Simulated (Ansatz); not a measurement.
# GaBHS (doublet): the correlation ladder, cc-pVDZ

How much of the correlation energy of GaBHS (doublet) does each wave-function method recover here?

Computed with Ansatz 0.2.0, Gaussian basis. Level: cc-pVDZ, core rule «outside noble gas», up to 20 orbitals frozen.

To be run: UHF; CCSD(T) on ROHF; CCSD(T) on UHF; BCCD(T) on ROHF; CISD as a restricted active space (open shells left free, so some higher excitations enter); CCSDT(Q) on ROHF; CCSDT(Q) on UHF; CASSCF and MRCISD+Q, 9 electrons in 9 orbitals; CASSCF and NEVPT4(SD), 9 electrons in 9 orbitals; CASSCF and NEVPT2, 9 electrons in 9 orbitals.

20 further runs of the same task are left out: 1 for a known fault of the program, 9 that didn't finish, 10 set aside as unsound or not needed. Runs told in other sessions of the task aren't counted.

## 1. The system

The geometry is a PBE0/def2-TZVP stationary point (not a proven minimum) of the parent state, kept for this charge and spin. No spin-orbit coupling is included. The filled d shell of Ga may be among the frozen orbitals whatever the setting's name suggests.

4 atoms, charge 0, spin multiplicity 2.

Atoms are counted from 1 here; the program's logs count them from 0.

Bond lengths: B1–S2 1.776 Å, B1–H4 1.198 Å, S2–Ga3 2.250 Å. Angles: S2–B1–H4 121.0°, B1–S2–Ga3 105.2°.

Geometry (Å):

```xyz
4

B     0.0000   -0.9552    2.1533
S     0.0000    0.5526    1.2150
Ga    0.0000   -0.0925   -0.9411
H     0.0000   -0.9356    3.3507
```

## 2. UHF

Input file in.yaml:

```yaml
crystal:
  periodic: [false, false, false]
  atoms:
    - {symbol: B, position_ang: [0.000000, -0.955158, 2.153276]}
    - {symbol: S, position_ang: [0.000000, 0.552577, 1.214954]}
    - {symbol: Ga, position_ang: [0.000000, -0.092497, -0.941065]}
    - {symbol: H, position_ang: [0.000000, -0.935573, 3.350693]}
basis:
  gaussian: {orbitals: cc-pVDZ}
magnetization: {spin_polarized: true, initial_magnetization: 1}
hamiltonian: {xc: hf}
output: {orbitals: {seedname: orbitals}}
```

Launch:

```sh
$ ansatz run in.yaml --threads 1 --pin off --events-out ev --progress --plain --max-ram 2393MiB
```

After this run come: CCSD(T) on ROHF; CCSD(T) on UHF; BCCD(T) on ROHF; CISD as a restricted active space (open shells left free, so some higher excitations enter); CCSDT(Q) on ROHF; CCSDT(Q) on UHF; CASSCF and MRCISD+Q, 9 electrons in 9 orbitals; CASSCF and NEVPT4(SD), 9 electrons in 9 orbitals; CASSCF and NEVPT2, 9 electrons in 9 orbitals.

Q: Predict the results of all the runs planned. Wanted: UCCSDT(Q) from the RHF energy; RMP2 from UCCSDT(Q); UMP2 from UCCSDT(Q); RCCSD from UCCSDT(Q); RCCSD(T) from UCCSDT(Q); UCCSD(T) from UCCSDT(Q); RCCSDT(Q) from UCCSDT(Q); MRCISD+Q frontier from UCCSDT(Q); T1 diagnostic.

**Answer**, as computed:

| quantity | value |
| --- | --- |
| UCCSDT(Q) from the ROHF energy | -7.6915 eV |
| RMP2 from UCCSDT(Q) | +1276.3 meV |
| UMP2 from UCCSDT(Q) | +1272.1 meV |
| RCCSD from UCCSDT(Q) | +318.4 meV |
| RCCSD(T) from UCCSDT(Q) | +52.8 meV |
| UCCSD(T) from UCCSDT(Q) | +53.0 meV |
| RCCSDT(Q) from UCCSDT(Q) | +2.7 meV |
| MRCISD+Q frontier from UCCSDT(Q) | +104.7 meV |
| levels within 1 kcal/mol (43 meV) | RCCSDT, UCCSDT, RCCSDT(Q) |
| T1 diagnostic | 0.025 |

**Reading.** RCCSD(T) misses by +52.8 meV, 0.7 % of the correlation energy. These misses are within one basis, not against nature; the frozen cores of restricted and unrestricted runs differ, which can shift their rows.
